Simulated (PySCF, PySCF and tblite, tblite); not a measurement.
**C₅H₅BF₂: a path driven as rotation about a bond, and NMR exchange**

How fast is rotation about a bond in C₅H₅BF₂ (`C=C(B(F)F)C1C=C1`), and when do the exchanging lines merge?

Programs: PySCF 2.14.0 with density-fitted response routines of our own, and tblite 0.8.0. All values are computed, except where a source is named. Atoms count from 0 throughout.

## 1. The molecule as given

13 atoms, charge 0, multiplicity 1; geometry from: force field or distance geometry start.

Bonds of the start (Å): B2–F3 1.44, B2–F4 1.44, C0–C1 1.34, C0–H8 1.08, C0–H9 1.09, C1–B2 1.60, C1–C5 1.51, C5–C6 1.40, C5–C7 1.40, C5–H10 1.11, C6–C7 1.45, C6–H11 1.08, C7–H12 1.09.

## 2. GFN2-xTB relaxation, start minimum

What the job is given:

```
{"job": {"xc": "GFN2-xTB", "basis": "xTB", "kind": "relax"}, "charge": 0, "multiplicity": 1}
C      0.865500     1.518000    -0.019900
C      0.552200     0.217500     0.012600
B      1.536200    -0.793900     0.765800
F      1.270100    -2.204600     0.712300
F      2.689300    -0.305000     1.476800
C     -0.629900    -0.324000    -0.752000
C     -1.850900     0.291200    -0.445800
C     -1.535300    -1.045800     0.031900
H      1.733400     1.917100     0.493100
H      0.227500     2.215100    -0.566700
H     -0.506800    -0.667600    -1.799500
H     -2.533600     1.128300    -0.507400
H     -1.822000    -1.946000     0.581200
```

The run is started by

```
OMP_NUM_THREADS=1 python ens_run.py task.json out
```

The driver reads the study from task.json and runs its stages one after another.

What it wrote:

```text
step      E/eV     max force
  0    -648.98698    6.124
  1    -650.26946    2.305
  2    -650.51948    3.007
  3    -650.57990    2.306
  4    -650.65779    0.607
  5    -650.68531    0.396
  6    -650.70455    0.375
  7    -650.71210    0.248
  8    -650.72018    0.249
  9    -650.72610    0.273
 10    -650.72955    0.165
 11    -650.73152    0.107
 12    -650.73313    0.110
 13    -650.73448    0.123
 14    -650.73540    0.079
 15    -650.73595    0.065
 16    -650.73641    0.067
 17    -650.73694    0.088
 18    -650.73756    0.081
 19    -650.73824    0.097
 20    -650.73898    0.110
 21    -650.73980    0.093
 22    -650.74061    0.084
 23    -650.74120    0.060
 24    -650.74147    0.035
 25    -650.74156    0.023
 26    -650.74161    0.018
 27    -650.74166    0.024
 28    -650.74171    0.023
 29    -650.74176    0.020
 30    -650.74180    0.017
 31    -650.74186    0.021
 32    -650.74194    0.029
 33    -650.74203    0.036
 34    -650.74212    0.038
 35    -650.74222    0.037
 36    -650.74233    0.043
 37    -650.74241    0.033
 38    -650.74247    0.021
 39    -650.74251    0.021
 40    -650.74257    0.027
 41    -650.74266    0.045
 42    -650.74282    0.055
 43    -650.74303    0.048
 44    -650.74329    0.051
 45    -650.74362    0.059
 46    -650.74412    0.080
 47    -650.74491    0.124
 48    -650.74613    0.137
 49    -650.74772    0.107
 50    -650.74938    0.092
 51    -650.75071    0.120
 52    -650.74257    0.512
 53    -650.75217    0.101
 54    -650.75304    0.089
 55    -650.75350    0.341
 56    -650.75605    0.071
 57    -650.75716    0.076
 58    -650.75565    0.350
 59    -650.75997    0.093
 60    -650.76121    0.099
 61    -650.75930    0.432
 62    -650.76507    0.098
 63    -650.76681    0.096
 64    -650.76600    0.350
 65    -650.77116    0.078
 66    -650.77240    0.072
 67    -650.77396    0.221
 68    -650.77517    0.151
 69    -650.77640    0.103
 70    -650.77950    0.114
 71    -650.78256    0.186
 72    -650.78472    0.255
 73    -650.78753    0.174
 74    -650.79105    0.141
 75    -650.79508    0.161
 76    -650.79819    0.145
 77    -650.80245    0.268
 78    -650.80410    0.369
 79    -650.81388    0.293
 80    -650.81922    0.401
 81    -650.82507    0.264
 82    -650.82185    0.665
 83    -650.83330    0.194
 84    -650.83678    0.151
 85    -650.84268    0.208
 86    -650.84463    0.135
 87    -650.84916    0.159
 88    -650.85223    0.143
 89    -650.85480    0.144
 90    -650.85730    0.168
 91    -650.85965    0.181
 92    -650.85463    0.631
 93    -650.86305    0.147
 94    -650.86410    0.081
 95    -650.86611    0.088
 96    -650.86656    0.076
 97    -650.86722    0.095
 98    -650.86759    0.078
 99    -650.86803    0.062
100    -650.86848    0.056
101    -650.86883    0.045
102    -650.86917    0.051
103    -650.86958    0.046
104    -650.86999    0.045
105    -650.87031    0.042
106    -650.87058    0.047
107    -650.87083    0.057
108    -650.87102    0.055
109    -650.87115    0.038
110    -650.87123    0.028
111    -650.87132    0.031
112    -650.87144    0.034
113    -650.87161    0.042
114    -650.87183    0.039
115    -650.87207    0.041
116    -650.87230    0.043
117    -650.87254    0.049
118    -650.87280    0.042
119    -650.87302    0.037
120    -650.87317    0.036
121    -650.87331    0.059
122    -650.87348    0.059
123    -650.87369    0.046
124    -650.87383    0.034
125    -650.87395    0.024
126    -650.87403    0.023
127    -650.87409    0.018
128    -650.87414    0.021
129    -650.87418    0.014
130    -650.87421    0.015
131    -650.87424    0.012
132    -650.87427    0.016
133    -650.87430    0.016
134    -650.87432    0.011
135    -650.87435    0.016
136    -650.87438    0.020
137    -650.87444    0.024
138    -650.87450    0.023
139    -650.87455    0.019
140    -650.87459    0.015
141    -650.87463    0.017
142    -650.87466    0.015
143    -650.87468    0.011
144    -650.87469    0.007
145    -650.87470    0.005
146    -650.87470    0.006
147    -650.87470    0.006
148    -650.87471    0.004
149    -650.87471    0.002
```

Wall time 0.57 s (1 thread of INTEL XEON PLATINUM 8581C at 2.30GHz, shared host).

The energy fell by 1.888 eV, and the atoms moved 1.08 Å (root mean square).

## 3. Relaxed scan, rotation

What the job is given:

```
{"job": {"xc": "GFN2-xTB", "basis": "xTB", "coordinate": [["t", [3, 2, 1, 0], 0.25], ["t", [3, 2, 1, 5], 0.25], ["t", [4, 2, 1, 0], 0.25], ["t", [4, 2, 1, 5], 0.25]], "kind": "drive"}, "charge": 0, "multiplicity": 1}
C      0.537357     1.313490     0.612639
C      0.600623     0.056615     0.153233
B      1.954806    -0.711947     0.164552
F      2.093419    -1.951285    -0.271838
F      3.077848    -0.180924     0.613793
C     -0.601320    -0.641652    -0.376789
C     -1.713965     0.137302    -1.036522
C     -1.977119    -0.310233     0.149494
H      1.410015     1.813097     0.995036
H     -0.385935     1.871162     0.618058
H     -0.404838    -1.654379    -0.714870
H     -1.976069     0.676661    -1.912008
H     -2.619210    -0.417420     0.987493
```

What it wrote:

```text
point  coordinate     E/eV
  0     14.800     -650.86396
  1     29.700     -650.83581
  2     44.600     -650.79323
  3     59.600     -650.74935
  4     74.800     -650.71524
  5     90.000     -650.70246
  6    105.200     -650.71363
  7    120.400     -650.74816
  8    135.400     -650.79260
  9    150.300     -650.83360
 10    165.200     -650.86391
 11    180.000     -650.87345
```

Run time: 1.1 s. Hardware: 1 thread of INTEL XEON PLATINUM 8581C at 2.30GHz, shared host.

The highest point is number 5, 3.7 kcal/mol above the first.

## 4. Nudged elastic band, leg 1

Changed since step 3:

```diff
@@ -1,2 +1,2 @@
-{"job": {"xc": "GFN2-xTB", "basis": "xTB", "coordinate": [["t", [3, 2, 1, 0], 0.25], ["t", [3, 2, 1, 5], 0.25], ["t", [4, 2, 1, 0], 0.25], ["t", [4, 2, 1, 5], 0.25]], "kind": "drive"}, "charge": 0, "multiplicity": 1}
+{"job": {"xc": "GFN2-xTB", "basis": "xTB", "kind": "neb"}, "charge": 0, "multiplicity": 1}
 C      0.537357     1.313490     0.612639
```

What it wrote:

```text
image   E - E0 / eV
  0       0.0000
  1       0.0433
  2       0.1322
  3       0.1724
  4       0.1240
  5       0.0339
  6       0.0001
```

Wall time 0.6 s (1 thread of INTEL XEON PLATINUM 8581C at 2.30GHz, shared host).

The highest point is number 3, 4.0 kcal/mol above the first.

## 5. Saddle search, leg 1

What the job is given:

```
{"job": {"xc": "GFN2-xTB", "basis": "xTB", "kind": "saddle"}, "charge": 0, "multiplicity": 1}
C      0.569138     1.397577     0.387053
C      0.616890     0.094280     0.120553
B      1.955862    -0.728953     0.186289
F      2.767946    -0.866076    -0.843231
F      2.361113    -1.371259     1.263838
C     -0.608194    -0.666589    -0.266257
C     -1.754545     0.035819    -0.948219
C     -1.956386    -0.278833     0.291977
H      1.445393     1.953331     0.670049
H     -0.355935     1.949485     0.333082
H     -0.426350    -1.711618    -0.500285
H     -2.058453     0.480024    -1.862354
H     -2.556480    -0.287188     1.167503
```

What it wrote:

```text
step      E/eV     max force
  0    -650.70234   0.0219
  1    -650.70250   0.0108
  2    -650.70250   0.0042
  3    -650.70250   0.0010
lowest wavenumbers (cm-1): -58.5 12.4 114.0 165.3 255.5 293.5
```

Run time: 1.1 s. Hardware: 1 thread of INTEL XEON PLATINUM 8581C at 2.30GHz, shared host.

Point group Cs; 1 imaginary mode, 58i cm⁻¹, carried by F3, F4, C0. Steps downhill from it reached both ends.

## 6. Shieldings, start: B3LYP/pcSseg-1

What the job is given:

```
{"job": {"kind": "nmr", "xc": "B3LYP", "basis": "pcSseg-1", "pop": false}, "charge": 0, "multiplicity": 1}
C      0.537357     1.313490     0.612639
C      0.600623     0.056615     0.153233
B      1.954806    -0.711947     0.164552
F      2.093419    -1.951285    -0.271838
F      3.077848    -0.180924     0.613793
C     -0.601320    -0.641652    -0.376789
C     -1.713965     0.137302    -1.036522
C     -1.977119    -0.310233     0.149494
H      1.410015     1.813097     0.995036
H     -0.385935     1.871162     0.618058
H     -0.404838    -1.654379    -0.714870
H     -1.976069     0.676661    -1.912008
H     -2.619210    -0.417420     0.987493
```

What it wrote:

```text
coarse grid: 11792 points
cycle   1  E = -417.9041135770  dE =  1.173e+00  |g| = 7.163e-01  |ddm| = 3.328e+00
cycle   2  E = -417.8347259902  dE =  6.939e-02  |g| = 1.019e+00  |ddm| = 1.022e+00
cycle   3  E = -417.9946711460  dE = -1.599e-01  |g| = 7.663e-02  |ddm| = 5.659e-01
cycle   4  E = -417.9957963722  dE = -1.125e-03  |g| = 3.220e-02  |ddm| = 9.314e-02
cycle   5  E = -417.9960062693  dE = -2.099e-04  |g| = 1.250e-02  |ddm| = 3.456e-02
cycle   6  E = -417.9960398505  dE = -3.358e-05  |g| = 4.213e-03  |ddm| = 1.270e-02
cycle   7  E = -417.9960445001  dE = -4.650e-06  |g| = 6.779e-04  |ddm| = 4.704e-03
final grid: 117320 points
cycle   8  E = -418.0623111485  dE = -6.326e-05  |g| = 5.529e-03  |ddm| = 2.822e-02
cycle   9  E = -418.0623080929  dE =  3.056e-06  |g| = 6.500e-03  |ddm| = 1.147e-02
cycle  10  E = -418.0623190778  dE = -1.098e-05  |g| = 7.116e-04  |ddm| = 6.328e-03
cycle  11  E = -418.0623191774  dE = -9.958e-08  |g| = 3.735e-04  |ddm| = 9.178e-04
cycle  12  E = -418.0623192114  dE = -3.405e-08  |g| = 1.017e-04  |ddm| = 3.589e-04
cycle  13  E = -418.0623192136  dE = -2.209e-09  |g| = 2.915e-05  |ddm| = 1.026e-04
cycle  14  E = -418.0623192138  dE = -1.768e-10  |g| = 5.412e-06  |ddm| = 3.100e-05
converged SCF energy = -418.0623192138

GIAO shielding tensors (ppm)
atom      isotropic    diamagn.    paramagn.     s11        s22        s33       span
  0 C       38.917     254.556    -215.639    -94.789     38.513    173.028    267.817
  1 C       24.736     255.497    -230.761    -82.022     -4.297    160.526    242.548
  2 B       74.034     194.557    -120.523     63.181     76.580     82.341     19.160
  3 F      257.823     469.847    -212.024     94.177    297.519    381.773    287.597
  4 F      260.778     468.342    -207.563     99.045    306.918    376.371    277.326
  5 C      165.544     239.838     -74.295    114.945    134.341    247.344    132.399
  6 C       68.248     255.653    -187.406    -71.280    101.451    174.572    245.852
  7 C       68.233     255.645    -187.412    -71.269    101.394    174.576    245.845
  8 H       25.370      30.243      -4.872     22.141     24.827     29.143      7.001
  9 H       25.788      31.963      -6.175     21.089     25.130     31.146     10.057
 10 H       29.409      30.482      -1.072     21.665     29.575     36.989     15.323
 11 H       25.164      32.691      -7.527     22.234     25.686     27.571      5.337
 12 H       25.165      32.691      -7.527     22.238     25.686     27.570      5.332
```

Run time: 13 s. Hardware: 1 thread of INTEL XEON PLATINUM 8581C at 2.30GHz, shared host; peak memory 0.75 GiB.

In short: HOMO -7.17 eV, LUMO -1.57 eV; dipole 2.61 D.

## 7. Shieldings, saddle of leg 1: B3LYP/pcSseg-1

What the job is given:

```
{"job": {"kind": "nmr", "xc": "B3LYP", "basis": "pcSseg-1", "pop": false}, "charge": 0, "multiplicity": 1}
C      0.564701     1.394642     0.407909
C      0.616307     0.094772     0.124603
B      1.957386    -0.726198     0.173204
F      2.751821    -0.877819    -0.867902
F      2.381623    -1.356795     1.250418
C     -0.608491    -0.667544    -0.259353
C     -1.748230     0.026939    -0.962631
C     -1.957422    -0.263625     0.282218
H      1.441430     1.952568     0.685818
H     -0.363219     1.942692     0.369877
H     -0.430254    -1.717600    -0.474034
H     -2.047223     0.454097    -1.886823
H     -2.558430    -0.256129     1.156695
```

What it wrote:

```text
coarse grid: 11792 points
cycle   1  E = -417.8902156925  dE =  1.181e+00  |g| = 7.290e-01  |ddm| = 3.317e+00
cycle   2  E = -417.8125914727  dE =  7.762e-02  |g| = 1.050e+00  |ddm| = 1.016e+00
cycle   3  E = -417.9850735330  dE = -1.725e-01  |g| = 8.131e-02  |ddm| = 5.628e-01
cycle   4  E = -417.9863622854  dE = -1.289e-03  |g| = 3.313e-02  |ddm| = 9.616e-02
cycle   5  E = -417.9865795637  dE = -2.173e-04  |g| = 1.388e-02  |ddm| = 3.541e-02
cycle   6  E = -417.9866227732  dE = -4.321e-05  |g| = 3.836e-03  |ddm| = 1.358e-02
cycle   7  E = -417.9866265180  dE = -3.745e-06  |g| = 6.080e-04  |ddm| = 4.290e-03
final grid: 117320 points
cycle   8  E = -418.0528228443  dE = -6.452e-05  |g| = 5.581e-03  |ddm| = 2.917e-02
cycle   9  E = -418.0528206368  dE =  2.208e-06  |g| = 6.340e-03  |ddm| = 1.137e-02
cycle  10  E = -418.0528308293  dE = -1.019e-05  |g| = 4.862e-04  |ddm| = 6.079e-03
cycle  11  E = -418.0528308626  dE = -3.331e-08  |g| = 3.028e-04  |ddm| = 6.019e-04
cycle  12  E = -418.0528308825  dE = -1.982e-08  |g| = 9.971e-05  |ddm| = 2.751e-04
cycle  13  E = -418.0528308847  dE = -2.211e-09  |g| = 2.962e-05  |ddm| = 9.219e-05
cycle  14  E = -418.0528308849  dE = -2.026e-10  |g| = 4.330e-06  |ddm| = 2.815e-05
converged SCF energy = -418.0528308849

GIAO shielding tensors (ppm)
atom      isotropic    diamagn.    paramagn.     s11        s22        s33       span
  0 C       57.471     253.975    -196.504    -65.564     60.823    177.154    242.717
  1 C       21.706     260.887    -239.180    -86.184     -3.561    154.864    241.048
  2 B       71.419     193.421    -122.003     50.146     79.737     84.374     34.228
  3 F      236.087     467.927    -231.841     60.614    281.526    366.119    305.505
  4 F      236.155     467.964    -231.808     60.652    281.657    366.157    305.505
  5 C      164.425     240.279     -75.854    113.706    135.437    244.131    130.425
  6 C       70.008     255.480    -185.472    -69.543    105.444    174.125    243.669
  7 C       69.786     255.437    -185.652    -69.533    104.848    174.042    243.575
  8 H       26.512      30.204      -3.693     23.393     25.772     30.371      6.978
  9 H       26.523      32.146      -5.623     22.723     25.468     31.378      8.655
 10 H       29.801      30.496      -0.695     22.334     29.520     37.549     15.215
 11 H       25.248      32.735      -7.487     22.260     25.596     27.887      5.626
 12 H       25.249      32.718      -7.468     22.285     25.580     27.883      5.597
```

Run time: 13 s. Hardware: 1 thread of INTEL XEON PLATINUM 8581C at 2.30GHz, shared host; peak memory 0.82 GiB.

Key values: HOMO -7.02 eV, LUMO -0.53 eV; dipole 2.38 D.

## 8. Kinetics and line shapes

What the job is given:

```
{"job": {"smiles": "C=C(B(F)F)C1C=C1", "charge": 0, "mult": 1, "motion": "rotation", "what": "aryl or vinyl borane", "atoms": [2, 1], "drives": [{"terms": [["t", [3, 2, 1, 0], 0.25], ["t", [3, 2, 1, 5], 0.25], ["t", [4, 2, 1, 0], 0.25], ["t", [4, 2, 1, 5], 0.25]], "by": 180, "n": 12}], "study": "path", "level": {"kind": "nmr", "xc": "B3LYP", "basis": "pcSseg-1"}, "fields": [200, 500, 900], "first": 0, "seed": 977, "kind": "path"}, "charge": 0, "multiplicity": 1}
C      0.537357     1.313490     0.612639
C      0.600623     0.056615     0.153233
B      1.954806    -0.711947     0.164552
F      2.093419    -1.951285    -0.271838
F      3.077848    -0.180924     0.613793
C     -0.601320    -0.641652    -0.376789
C     -1.713965     0.137302    -1.036522
C     -1.977119    -0.310233     0.149494
H      1.410015     1.813097     0.995036
H     -0.385935     1.871162     0.618058
H     -0.404838    -1.654379    -0.714870
H     -1.976069     0.676661    -1.912008
H     -2.619210    -0.417420     0.987493
```

What it wrote:

```text
stationary points (kcal/mol above the start)
  n  kind          group   xTB      DFT    lowest mode
  0  minimum      Cs       0.00     0.00      32.3
  1  saddle       Cs       3.97     6.03     -58.5
  2  minimum      Cs       0.00     0.00      32.4

GFN2-xTB energies: T/K, barrier G, reaction G (kcal/mol), k forward, k back (1/s)
 150.00     3.79     0.00   1.87e+07   1.89e+07
 200.00     3.82     0.00    5.6e+08   5.64e+08
 250.00     3.86     0.00   4.39e+09   4.42e+09
 298.15     3.91     0.00   1.68e+10   1.69e+10
 350.00     3.98     0.00   4.76e+10   4.78e+10
 400.00     4.06     0.00   1.01e+11   1.01e+11
 500.00     4.23     0.00   2.94e+11   2.95e+11

B3LYP/pcSseg-1 + D3(BJ) energies: T/K, barrier G, reaction G (kcal/mol), k forward, k back (1/s)
 150.00     5.85     0.00   1.85e+04   1.85e+04
 200.00     5.88     0.00   3.12e+06   3.12e+06
 250.00     5.92     0.00   6.91e+07   6.91e+07
 298.15     5.98     0.00   5.17e+08   5.17e+08
 350.00     6.05     0.00   2.45e+09   2.45e+09
 400.00     6.12    -0.00   7.55e+09   7.55e+09
 500.00     6.30    -0.00   3.69e+10   3.69e+10
```

It took 31 s on 1 thread of INTEL XEON PLATINUM 8581C at 2.30GHz, shared host; peak memory 0.82 GiB. This counts the whole study up to here.

Barriers by level (kcal/mol; entropies in cal/(mol K)). Zero-point and thermal terms come from xTB in every row. ΔG‡ leaves symmetry out; the rate counts equivalent paths (a factor of 2); effective ΔG‡, where given, is the barrier that would give that rate by Eyring's equation alone:

| level | ΔE‡ | with zero-point | ΔH‡ | ΔS‡ | ΔG‡ (298 K) | ΔE of reaction | k at 298 K (1/s) | effective ΔG‡ |
| --- | --- | --- | --- | --- | --- | --- | --- | --- |
| GFN2-xTB | 3.97 | 3.78 | 3.35 | -1.9 | 3.91 | 0.00 | 1.7e+10 | 3.50 |
| B3LYP/pcSseg-1 + D3(BJ) | 6.03 | 5.84 | 5.41 | -1.9 | 5.98 | 0.00 | 5.2e+08 | 5.57 |

Sites that the driver pairs across this motion, and where their lines would merge (no couplings; faster rotations or exchange between molecules can average them sooner):

| nucleus | sites: shielding (ppm) | proton frequency (MHz) | spread (Hz) | coalescence (K) | lines at 298 K |
| --- | --- | --- | --- | --- | --- |
| ¹⁹F | F3: 257.8; F4: 260.8 | 200 | 556 | 132 | 1 |
| ¹⁹F | F3: 257.8; F4: 260.8 | 500 | 1391 | 138 | 1 |
| ¹⁹F | F3: 257.8; F4: 260.8 | 900 | 2503 | 142 | 1 |

## 9. What came out

```
                         quantity                              value
barrier (B3LYP/pcSseg-1 + D3(BJ))   ΔE‡ 6.0, ΔG‡(298 K) 6.0 kcal/mol
               barrier (GFN2-xTB)                   ΔE‡ 4.0 kcal/mol
                    rate at 298 K                        5.2e+08 s⁻¹
                  end of the path  the start, renumbered or mirrored
            coalescence of ¹⁹F F3                   142 K at 900 MHz
```

In words: The barrier is 6.0 kcal/mol at the DFT level (xTB: 4.0); with thermal terms and the count of paths the DFT value gives a rate of 5.2e+08 s⁻¹ at 298 K. An error of 1.4 kcal/mol changes that rate tenfold. The ¹⁹F lines of F3 and its partners, 2503 Hz apart at 900 MHz, merge at 142 K, so by this path alone the exchange at 298 K is fast for them; other paths were not followed.
